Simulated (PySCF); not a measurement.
**C3H6Al2Cl2: a tour of settings**

Aim: see how C3H6Al2Cl2 (`CC#[C][AlH-]1[Cl+][AlH2-][Cl+]1`) answers to the choice of functional, basis, grid and SCF options, and what happens with inputs that are wrong on purpose.

Computed with PySCF 2.14.0, with density-fitted response routines of our own, on a single molecule, in the gas phase or a continuum. Atoms are numbered from 0 throughout.

**1. The molecule as given**

13 atoms, charge 0, multiplicity 1; geometry from: GFN2-xTB.

Bonds of the start (Å): C0–C1 1.45, C1–C2 1.22, C2–Al3 1.93, Al3–Cl4 2.22, Cl4–Al5 2.18, Al5–Cl6 2.18, Cl6–Al3 2.22, C0–H7 1.09, C0–H8 1.09, C0–H9 1.09, Al3–H10 1.54, Al5–H11 1.54, Al5–H12 1.54.

**2. NMR shieldings: HCTH407/LANL2DZ**

Job settings and geometry (Å):

```
{"job": {"kind": "nmr", "xc": "HCTH407", "basis": "LANL2DZ", "pop": true, "scf": {"diis": false, "max_cycle": 50}}, "charge": 0, "multiplicity": 1}
C     -3.320044     0.572924    -0.025929
C     -2.004281    -0.018683    -0.126092
C     -0.897740    -0.515347    -0.209254
Al     0.835277    -1.343777    -0.386483
Cl     2.004998    -0.197936    -1.880495
Al     3.278509     0.597098    -0.300043
Cl     2.179446    -0.558884     1.189731
H     -3.377292     1.211735     0.855537
H     -4.074870    -0.209639     0.054651
H     -3.527016     1.173542    -0.911826
H      1.240782    -2.813099    -0.582895
H      4.695839     0.010066    -0.457891
H      2.962004     2.092486    -0.097986
```

With the program's defaults for keys left out, this is: GIAO HCTH407/LANL2DZ NMR shielding, non-relativistic, gas phase.

Launch:

```
$ OMP_NUM_THREADS=1 python probes_run.py task.json out
```

The driver reads the jobs from task.json and runs them one after another.

Output:

```text
final grid: 113128 points
cycle   1  E = -144.0828959399  dE =  3.115e+00  |g| = 3.743e+00  |ddm| = 8.513e+00
cycle   2  E = -95.9707341371  dE =  4.811e+01  |g| = 4.533e+00  |ddm| = 1.962e+01
cycle   3  E = -31.1222089214  dE =  6.485e+01  |g| = 6.218e+00  |ddm| = 5.478e+01
cycle   4  E = -3.0433047365  dE =  2.808e+01  |g| = 5.410e+00  |ddm| = 5.827e+01
cycle   5  E = -28.0967897370  dE = -2.505e+01  |g| = 5.475e+00  |ddm| = 9.629e+01
cycle   6  E = -3.0290937546  dE =  2.507e+01  |g| = 5.421e+00  |ddm| = 9.629e+01
cycle   7  E = -28.0973345287  dE = -2.507e+01  |g| = 5.475e+00  |ddm| = 9.629e+01
cycle   8  E = -3.0288351791  dE =  2.507e+01  |g| = 5.421e+00  |ddm| = 9.629e+01
cycle   9  E = -28.0973428549  dE = -2.507e+01  |g| = 5.475e+00  |ddm| = 9.629e+01
cycle  10  E = -3.0288304248  dE =  2.507e+01  |g| = 5.421e+00  |ddm| = 9.629e+01
[... 30 cycles left out ...]
cycle  41  E = -28.0973430099  dE = -2.507e+01  |g| = 5.475e+00  |ddm| = 9.629e+01
cycle  42  E = -3.0288303408  dE =  2.507e+01  |g| = 5.421e+00  |ddm| = 9.629e+01
cycle  43  E = -28.0973430099  dE = -2.507e+01  |g| = 5.475e+00  |ddm| = 9.629e+01
cycle  44  E = -3.0288303408  dE =  2.507e+01  |g| = 5.421e+00  |ddm| = 9.629e+01
cycle  45  E = -28.0973430099  dE = -2.507e+01  |g| = 5.475e+00  |ddm| = 9.629e+01
cycle  46  E = -3.0288303408  dE =  2.507e+01  |g| = 5.421e+00  |ddm| = 9.629e+01
cycle  47  E = -28.0973430099  dE = -2.507e+01  |g| = 5.475e+00  |ddm| = 9.629e+01
cycle  48  E = -3.0288303408  dE =  2.507e+01  |g| = 5.421e+00  |ddm| = 9.629e+01
cycle  49  E = -28.0973430099  dE = -2.507e+01  |g| = 5.475e+00  |ddm| = 9.629e+01
cycle  50  E = -3.0288303408  dE =  2.507e+01  |g| = 5.421e+00  |ddm| = 9.629e+01
SCF not converged, last energy = -3.0288303408
```

Run time: 60 s. Hardware: 1 thread, shared host.

Diagnosis: The SCF swings between two densities 25.07 Eh apart: plain iteration without DIIS overshoots. Cure: turn DIIS on. Numbers printed on the way are no properties of the molecule.

**3. Nuclear shieldings: B3LYP/ANO-RCC-VDZP**

Settings changed since step 2:

```diff
@@ -1,2 +1,2 @@
-{"job": {"kind": "nmr", "xc": "HCTH407", "basis": "LANL2DZ", "pop": true, "scf": {"diis": false, "max_cycle": 50}}, "charge": 0, "multiplicity": 1}
+{"job": {"kind": "nmr", "xc": "B3LYP", "basis": "ANO-RCC-VDZP", "pop": false}, "charge": 0, "multiplicity": 1}
 C     -3.320044     0.572924    -0.025929
```

Level: GIAO B3LYP/ANO-RCC-VDZP NMR shielding, non-relativistic, gas phase.

Output:

```text
coarse grid: 13480 points
cycle   1  E = -1522.4244941633  dE =  7.371e-01  |g| = 4.914e-01  |ddm| = 4.788e+00
cycle   2  E = -1522.4082376936  dE =  1.626e-02  |g| = 5.426e-01  |ddm| = 1.158e+00
cycle   3  E = -1522.4884005076  dE = -8.016e-02  |g| = 1.538e-01  |ddm| = 7.176e-01
cycle   4  E = -1522.4938213618  dE = -5.421e-03  |g| = 5.619e-02  |ddm| = 1.842e-01
cycle   5  E = -1522.4946640110  dE = -8.426e-04  |g| = 1.112e-02  |ddm| = 5.910e-02
cycle   6  E = -1522.4946961950  dE = -3.218e-05  |g| = 2.694e-03  |ddm| = 1.207e-02
cycle   7  E = -1522.4946982343  dE = -2.039e-06  |g| = 3.853e-04  |ddm| = 3.017e-03
final grid: 113128 points
cycle   8  E = -1522.5006099906  dE = -1.283e-05  |g| = 4.458e-03  |ddm| = 2.580e-02
cycle   9  E = -1522.5006080101  dE =  1.981e-06  |g| = 5.148e-03  |ddm| = 8.515e-03
cycle  10  E = -1522.5006149389  dE = -6.929e-06  |g| = 1.502e-03  |ddm| = 5.250e-03
cycle  11  E = -1522.5006155276  dE = -5.887e-07  |g| = 7.594e-05  |ddm| = 1.408e-03
cycle  12  E = -1522.5006155288  dE = -1.161e-09  |g| = 2.926e-05  |ddm| = 9.681e-05
cycle  13  E = -1522.5006155290  dE = -2.437e-10  |g| = 9.712e-06  |ddm| = 4.006e-05
converged SCF energy = -1522.5006155290

GIAO shielding tensors (ppm)
atom      isotropic    diamagn.    paramagn.     s11        s22        s33       span
  0 C      182.878     244.077     -61.199    175.882    175.980    196.772     20.890
  1 C       80.284     256.887    -176.603    -15.303    -13.611    269.767    285.070
  2 C      100.674     262.579    -161.905     17.511     19.894    264.618    247.107
  3 Al     359.919     806.644    -446.725    304.244    318.171    457.341    153.097
  4 Cl     904.491    1161.391    -256.899    817.634    921.350    974.489    156.855
  5 Al     318.998     805.284    -486.286    266.526    278.218    412.251    145.724
  6 Cl     905.184    1161.540    -256.356    818.209    922.462    974.880    156.671
  7 H       29.613      30.413      -0.800     24.568     28.234     36.037     11.469
  8 H       29.616      27.405       2.211     24.588     27.966     36.294     11.706
  9 H       29.612      29.366       0.246     24.579     28.223     36.033     11.454
 10 H       27.704      29.790      -2.086     24.210     24.943     33.958      9.748
 11 H       27.512      29.758      -2.245     24.352     24.507     33.678      9.325
 12 H       27.516      30.170      -2.654     24.462     24.727     33.360      8.898
```

Run time: 85 s. Hardware: 1 thread, shared host.

Shifts follow as δ = σ(reference) − σ, with reference shieldings (ppm) from runs at the same level and on the same kind of geometry: ¹H TMS 31.88, ¹³C TMS 185.6. The references are single molecules in the gas phase. Atoms listed in one row are averaged.

| atoms | environment | σ (ppm) | δ (ppm) |
| --- | --- | --- | --- |
| C1 | alkyne carbon | 80.3 | 105.4 |
| C2 | alkyne carbon | 100.7 | 85.0 |
| C0 | propargylic methyl carbon | 182.9 | 2.8 |
| H11 | hydrogen on an aluminium bonded to 2 Cl, in a 4-membered ring | 27.51 | 4.37 |
| H12 | hydrogen on an aluminium bonded to 2 Cl, in a 4-membered ring | 27.52 | 4.36 |
| H10 | hydrogen on an aluminium bonded to C, 2 Cl, in a 4-membered ring | 27.70 | 4.18 |
| H7, H8, H9 | hydrogen on a propargylic methyl carbon | 29.61 | 2.27 |
| Al5 | aluminium bonded to 2 Cl, 2 H, in a 4-membered ring | 319.0 | – |
| Al3 | aluminium bonded to C, 2 Cl, H, in a 4-membered ring | 359.9 | – |
| Cl4, Cl6 | chlorine bonded to 2 Al, in a 4-membered ring | 905 | – |

**4. Shielding tensors: PBE0/pcSseg-0**

Settings changed since step 3:

```diff
@@ -1,2 +1,2 @@
-{"job": {"kind": "nmr", "xc": "B3LYP", "basis": "ANO-RCC-VDZP", "pop": false}, "charge": 0, "multiplicity": 1}
+{"job": {"kind": "nmr", "xc": "PBE0", "basis": "pcSseg-0", "pop": false, "scf": {"guess": "huckel"}}, "charge": 0, "multiplicity": 1}
 C     -3.320044     0.572924    -0.025929
```

With the program's defaults for keys left out, this is: GIAO PBE0/pcSseg-0 NMR shielding, non-relativistic, gas phase.

Output:

```text
final grid: 113128 points
cycle   1  E = -1519.6994634510  dE = -7.884e-01  |g| = 2.060e+00  |ddm| = 5.311e+00
cycle   2  E = -1516.1225465870  dE =  3.577e+00  |g| = 2.841e+00  |ddm| = 6.188e+00
cycle   3  E = -1520.2467789866  dE = -4.124e+00  |g| = 1.287e+00  |ddm| = 6.048e+00
cycle   4  E = -1520.6745859097  dE = -4.278e-01  |g| = 4.587e-01  |ddm| = 1.254e+00
cycle   5  E = -1520.7395081301  dE = -6.492e-02  |g| = 1.110e-01  |ddm| = 7.872e-01
cycle   6  E = -1520.7427408684  dE = -3.233e-03  |g| = 2.478e-02  |ddm| = 1.711e-01
cycle   7  E = -1520.7428977013  dE = -1.568e-04  |g| = 6.979e-03  |ddm| = 4.306e-02
cycle   8  E = -1520.7429114417  dE = -1.374e-05  |g| = 1.316e-03  |ddm| = 1.327e-02
cycle   9  E = -1520.7429118144  dE = -3.727e-07  |g| = 5.456e-04  |ddm| = 1.844e-03
cycle  10  E = -1520.7429118849  dE = -7.041e-08  |g| = 2.057e-04  |ddm| = 7.181e-04
cycle  11  E = -1520.7429118966  dE = -1.174e-08  |g| = 1.421e-05  |ddm| = 2.734e-04
cycle  12  E = -1520.7429118967  dE = -8.276e-11  |g| = 1.818e-06  |ddm| = 4.133e-05
converged SCF energy = -1520.7429118967

GIAO shielding tensors (ppm)
atom      isotropic    diamagn.    paramagn.     s11        s22        s33       span
  0 C      188.501     240.402     -51.901    179.293    180.049    206.162     26.868
  1 C       74.895     288.441    -213.546    -25.496    -20.923    271.105    296.601
  2 C      100.915     282.413    -181.498     15.122     19.819    267.805    252.683
  3 Al     418.868     792.301    -373.433    371.244    390.009    495.349    124.105
  4 Cl     994.261    1149.534    -155.273    873.290    997.802   1111.691    238.401
  5 Al     368.027     793.873    -425.846    307.729    351.196    445.155    137.426
  6 Cl     994.467    1149.464    -154.997    874.120    998.066   1111.215    237.095
  7 H       31.148      26.975       4.173     25.983     29.770     37.692     11.708
  8 H       31.138      25.840       5.297     25.889     29.501     38.023     12.134
  9 H       31.140      26.580       4.560     26.003     29.735     37.683     11.680
 10 H       27.892      28.397      -0.505     24.468     24.656     34.552     10.084
 11 H       27.728      29.370      -1.642     24.132     25.091     33.959      9.827
 12 H       27.663      29.084      -1.422     24.533     24.914     33.541      9.008
```

Run time: 24 s. Hardware: 1 thread, shared host.

In short: σ C1 74.9, C2 100.9, C0 188.5, Al5 368.0, H12 27.66, H11 27.73 ppm.

**5. NMR shieldings: WP04/pcSseg-1 in chloroform**

Settings changed since step 4:

```diff
@@ -1,2 +1,2 @@
-{"job": {"kind": "nmr", "xc": "PBE0", "basis": "pcSseg-0", "pop": false, "scf": {"guess": "huckel"}}, "charge": 0, "multiplicity": 1}
+{"job": {"kind": "nmr", "xc": "WP04", "basis": "pcSseg-1", "solvent": "chloroform", "pop": true}, "charge": 0, "multiplicity": 1}
 C     -3.320044     0.572924    -0.025929
```

Level: GIAO WP04/pcSseg-1 NMR shielding, non-relativistic, IEF-PCM chloroform.

Output:

```text
coarse grid: 13480 points
cycle   1  E = -1540.2612993126  dE =  5.720e-01  |g| = 7.317e-01  |ddm| = 3.893e+00
cycle   2  E = -1540.2480156499  dE =  1.328e-02  |g| = 7.275e-01  |ddm| = 1.651e+00
cycle   3  E = -1540.3810893722  dE = -1.331e-01  |g| = 1.559e-01  |ddm| = 9.992e-01
cycle   4  E = -1540.3851692231  dE = -4.080e-03  |g| = 8.975e-02  |ddm| = 1.771e-01
cycle   5  E = -1540.3871734531  dE = -2.004e-03  |g| = 1.530e-02  |ddm| = 7.100e-02
cycle   6  E = -1540.3872264847  dE = -5.303e-05  |g| = 3.921e-03  |ddm| = 1.649e-02
cycle   7  E = -1540.3872302022  dE = -3.717e-06  |g| = 5.866e-04  |ddm| = 4.423e-03
final grid: 113128 points
cycle   8  E = -1540.4322213161  dE = -2.967e-05  |g| = 6.036e-03  |ddm| = 3.943e-02
cycle   9  E = -1540.4322170049  dE =  4.311e-06  |g| = 7.263e-03  |ddm| = 1.163e-02
cycle  10  E = -1540.4322292271  dE = -1.222e-05  |g| = 2.283e-03  |ddm| = 6.066e-03
cycle  11  E = -1540.4322305441  dE = -1.317e-06  |g| = 3.002e-04  |ddm| = 1.849e-03
cycle  12  E = -1540.4322305627  dE = -1.862e-08  |g| = 5.166e-05  |ddm| = 2.668e-04
cycle  13  E = -1540.4322305633  dE = -5.466e-10  |g| = 1.835e-05  |ddm| = 8.821e-05
converged SCF energy = -1540.4322305633

GIAO shielding tensors (ppm)
atom      isotropic    diamagn.    paramagn.     s11        s22        s33       span
  0 C      167.356     254.270     -86.914    158.358    158.471    185.239     26.881
  1 C       65.568     273.855    -208.287    -40.554    -39.855    277.113    317.667
  2 C       89.880     246.826    -156.947      1.098      1.589    266.952    265.854
  3 Al     460.543     799.200    -338.657    414.319    419.823    547.485    133.166
  4 Cl     926.942    1156.354    -229.412    836.134    947.820    996.873    160.739
  5 Al     433.304     796.749    -363.445    388.925    395.699    515.286    126.361
  6 Cl     927.487    1156.888    -229.401    836.746    948.588    997.127    160.380
  7 H       29.815      30.356      -0.541     25.016     28.355     36.074     11.058
  8 H       29.822      25.783       4.040     25.039     28.061     36.367     11.327
  9 H       29.811      28.767       1.044     25.022     28.339     36.071     11.049
 10 H       28.636      30.240      -1.604     25.158     25.874     34.876      9.718
 11 H       28.687      29.027      -0.341     25.401     25.815     34.843      9.442
 12 H       28.658      31.119      -2.461     25.694     25.872     34.408      8.714
```

Run time: 62 s. Hardware: 1 thread, shared host.

This run: σ C1 65.6, C2 89.9, C0 167.4, Al5 433.3, H10 28.64, H12 28.66 ppm.

**6. Ultraviolet spectrum: PBE/IGLO-II**

Settings changed since step 5:

```diff
@@ -1,2 +1,2 @@
-{"job": {"kind": "nmr", "xc": "WP04", "basis": "pcSseg-1", "solvent": "chloroform", "pop": true}, "charge": 0, "multiplicity": 1}
+{"job": {"kind": "uv", "xc": "PBE", "basis": "IGLO-II", "nstates": 12, "ntriplets": 5, "tda": false}, "charge": 0, "multiplicity": 1}
 C     -3.320044     0.572924    -0.025929
```

With the program's defaults for keys left out, this is: TDDFT PBE/IGLO-II, vertical, gas phase, core orbitals frozen in the response.

Output:

```text
coarse grid: 13480 points
cycle   1  E = -1522.2544551341  dE =  5.188e-01  |g| = 6.691e-01  |ddm| = 3.377e+00
cycle   2  E = -1522.1483129042  dE =  1.061e-01  |g| = 8.420e-01  |ddm| = 1.211e+00
cycle   3  E = -1522.3285004931  dE = -1.802e-01  |g| = 3.104e-01  |ddm| = 8.962e-01
cycle   4  E = -1522.3435262554  dE = -1.503e-02  |g| = 1.955e-01  |ddm| = 2.779e-01
cycle   5  E = -1522.3531999733  dE = -9.674e-03  |g| = 4.104e-02  |ddm| = 1.430e-01
cycle   6  E = -1522.3536000919  dE = -4.001e-04  |g| = 9.153e-03  |ddm| = 3.216e-02
cycle   7  E = -1522.3536186715  dE = -1.858e-05  |g| = 2.710e-03  |ddm| = 7.464e-03
cycle   8  E = -1522.3536202144  dE = -1.543e-06  |g| = 3.977e-04  |ddm| = 1.807e-03
final grid: 113128 points
cycle   9  E = -1522.4232421994  dE = -1.026e-04  |g| = 9.258e-03  |ddm| = 2.342e-02
cycle  10  E = -1522.4232238790  dE =  1.832e-05  |g| = 1.158e-02  |ddm| = 1.341e-02
cycle  11  E = -1522.4232538182  dE = -2.994e-05  |g| = 4.433e-03  |ddm| = 9.476e-03
cycle  12  E = -1522.4232582724  dE = -4.454e-06  |g| = 1.686e-03  |ddm| = 3.405e-03
cycle  13  E = -1522.4232589702  dE = -6.978e-07  |g| = 1.547e-04  |ddm| = 1.043e-03
cycle  14  E = -1522.4232589747  dE = -4.563e-09  |g| = 6.423e-05  |ddm| = 2.083e-04
cycle  15  E = -1522.4232589758  dE = -1.049e-09  |g| = 1.356e-05  |ddm| = 5.811e-05
cycle  16  E = -1522.4232589758  dE = -4.638e-11  |g| = 1.644e-06  |ddm| = 1.308e-05
converged SCF energy = -1522.4232589758

Static polarisability (au): isotropic 102.443, principal 77.528 90.103 139.698

Singlet excitations
state   eV       nm        f      main configurations
  1   5.0124    247.4   0.00004   H->L 1.00
  2   5.2553    235.9   0.04368   H-1->L 0.85, H->L+1 0.12
  3   5.4819    226.2   0.00035   H-2->L 1.00
  4   5.7703    214.9   0.00127   H-1->L+1 0.99
  5   6.1310    202.2   0.00546   H-2->L+1 0.86, H->L+1 0.08
  6   6.1814    200.6   0.10630   H->L+1 0.45, H-1->L+2 0.37, H-2->L+1 0.13
  7   6.3384    195.6   0.00238   H-3->L 0.93
  8   6.3814    194.3   0.00113   H->L+2 0.93
  9   6.5354    189.7   0.00069   H->L+3 0.98
 10   6.5788    188.5   0.00011   H-1->L+3 0.99
 11   6.8684    180.5   0.00068   H-2->L+2 0.92
 12   6.9358    178.8   0.15384   H->L+4 0.38, H-1->L+2 0.31, H->L+1 0.11

Triplet excitations (Tamm-Dancoff, eV): 4.5846 4.8019 5.0217 5.3286 5.4580
```

Run time: 2.2 min. Hardware: 1 thread, shared host.

The orbitals next to the gap, with their largest atomic shares:

| orbital | eV | atoms |
| --- | --- | --- |
| HOMO−3 | -7.77 | H10 40 %, Al3 24 %, H11 10 % |
| HOMO−2 | -6.95 | H12 28 %, Al5 25 %, H11 25 % |
| HOMO−1 | -6.54 | C2 48 %, C1 38 % |
| HOMO | -6.49 | C2 47 %, C1 38 %, H8 4 % |
| LUMO | -1.50 | Al3 39 %, Al5 26 %, C1 15 % |
| LUMO+1 | -0.83 | Al3 35 %, C1 28 %, C2 18 % |
| LUMO+2 | -0.15 | Al5 49 %, C1 14 %, C2 13 % |

With each of the 12 states as a Gaussian band of 0.4 eV half-width at 1/e, the curve within the window shown has maxima at 235 nm (ε 1,800), 199 nm (ε 4,900), 179 nm (ε 6,400) L/(mol cm). Beyond the last state computed it falls off for lack of states. The curve at chosen wavelengths:

(nm, ε (L/mol/cm)): (171, 3568), (175, 5623), (180, 6375), (184, 5536), (188, 4644), (193, 4522), (197, 4836), (202, 4707), (206, 3964), (210, 2964), (215, 1935), (219, 1528), (223, 1465), (228, 1639), (232, 1781), (236, 1808), (241, 1638), (245, 1381), (249, 1078), (254, 718), (258, 484), (263, 273), (267, 164), (271, 94), (276, 44), (280, 23)

Leading natural transition orbitals of singlet state 12: the hole lies on C1, C2 about 42 % each; the particle on H10 19 %; Al3 16 %; C2 11 %.

Leading natural transition orbitals of singlet state 1: the hole lies on C1, C2 about 42 % each; the particle on Al3 22 %; C1, C2 about 11 % each; Al5 11 %.

Further results of this job:

| property | computed |
| --- | --- |
| dipole moment (D) | 2.10 |
| polarisability (Å³) | 15.18 |
| HOMO–LUMO gap (eV) | 4.99 |
| −ε(HOMO) (eV) | 6.49 |

Orbitals, density, ELF and potential are computed afterwards from the orbital file.

Frontier orbitals at PBE/IGLO-II, with the share of their density that lies nearest to each atom:

| orbital | energy (eV) | lies on |
| --- | --- | --- |
| HOMO | -6.49 | C1, C2 about 42 % each |
| LUMO | -1.51 | Al3 22 %; C1, C2 about 12 % each; Al5 11 % |

ELF in a plane through or near 9 of the atoms.

Ten even steps from ' ' (0.00) to '@' (1.00):
```
                                                        
                                                        
                                                        
            ..##@@@@##                                  
            ++@@@@@@@@==                                
            ++@@@@@@@@%%                                
        ....--@@@@@@@@==              ....              
      ##@@%%--::..==--        ::::    ==++--..          
    --@@@@@@++##**  ..    ..--++**++++++++==..          
    ==@@@@@@@@    ....    ++####%%::##====##++..        
    ::@@@@@@@@::..........%%%%::%%##==####@@@@**        
      **@@@@++    ......====@@==####**--%%@@@@%%        
        ....          ****..%%####**==  --@@@@==        
                  ==%%--  ..--++==--..    ..            
                ==@@@@@@@@++                            
                **@@@@@@@@##..                          
                ::@@@@@@@@**                            
                  ::**%%++                              
                                                        
                                                        
```
The map spans 14.6 Å across and 10.7 Å up, centred on the molecule. Atoms in the plane (x, y in Å): C0 (3.4, 0.3), C1 (2.0, -0.2), C2 (0.9, -0.6), Al3 (-0.9, -1.3), Al5 (-3.2, 0.8), H8 (4.1, -0.5), H10 (-1.5, -2.7), H11 (-4.7, 0.4), H12 (-2.8, 2.3).

On the surface of density 0.002 e/bohr³ the electrostatic potential runs, from the 1st to the 99th percentile, from -0.78 V near C2 to 1.88 V near Al5.

**7. Run by run: NMR shifts**

Shifts (ppm), means over like atoms, with basis size and wall time:

| run | C1 | C2 | C0 | H11 | H12 | H10 | H7 | functions | time |
| --- | --- | --- | --- | --- | --- | --- | --- | --- | --- |
| B3LYP/ANO-RCC-VDZP | 105.4 | 85.0 | 2.8 | 4.37 | 4.36 | 4.18 | 2.27 | 144 | 85 s |
| PBE0/pcSseg-0 | 120.9 | 94.9 | 7.3 | 5.57 | 5.63 | 5.40 | 2.15 | 91 | 24 s |
| WP04/pcSseg-1 in chloroform | 110.1 | 85.8 | 8.3 | 3.30 | 3.32 | 3.35 | 2.17 | 177 | 62 s |

**8. Summary of results**

| quantity | value |
| --- | --- |
| ¹³C shifts against TMS (B3LYP/ANO-RCC-VDZP) | 105.4, 85.0, 2.8 ppm |
| ¹H shifts against TMS (B3LYP/ANO-RCC-VDZP, means over atoms taken as alike) | 4.37, 4.36, 4.18, 2.27 ppm |
| shieldings of Al, Cl (B3LYP/ANO-RCC-VDZP, a mean where the table joins atoms) | Al5 319.0, Al3 359.9, Cl4 904.8 ppm |
| lowest singlet (PBE/IGLO-II) | 5.01 eV (247 nm), f = 0.000 |
| brightest single state of those computed | state 12, 6.94 eV, f = 0.154 |
| lowest triplet | 4.58 eV |
| surface potential, 1st and 99th percentile | -0.78 V and 1.88 V |
| range of the shift of C1 | 105.4 to 120.9 ppm |
| property runs in this session | 5, of which 1 failed and 0 gave unsound results |

**Reading.** Single values in the summary come from the first run of each kind that ended normally (B3LYP/ANO-RCC-VDZP; PBE/IGLO-II), which need not be the best level. At B3LYP/ANO-RCC-VDZP: The widest tensor belongs to C1: span 285 ppm, with a paramagnetic part of -177 ppm. The lowest singlet, at 5.01 eV, is HOMO→LUMO 1.00 and is dark; of the 12 states computed, the strongest absorption comes from state 12 at 6.94 eV (the last computed, so partners may be missing). The lowest triplet lies 0.43 eV below the lowest singlet (triplets in Tamm-Dancoff, singlets in full TDDFT). States above −ε(HOMO) lie where TDDFT describes them poorly and they hang on the basis; the brightest is among them. The basis of PBE/IGLO-II has no diffuse functions, so Rydberg states are missing and the high states are unreliable. By nearest atom (PBE/IGLO-II), the HOMO sits on C1, C2 about 42 % each and the LUMO on Al3 22 %; C1, C2 about 12 % each. Among the atoms with a shift in every run: In ppm, C1 moves most: its shift spreads over 15.6 ppm, from 105.4 (B3LYP/ANO-RCC-VDZP) to 120.9 (PBE0/pcSseg-0). Part of that comes from the computed reference.
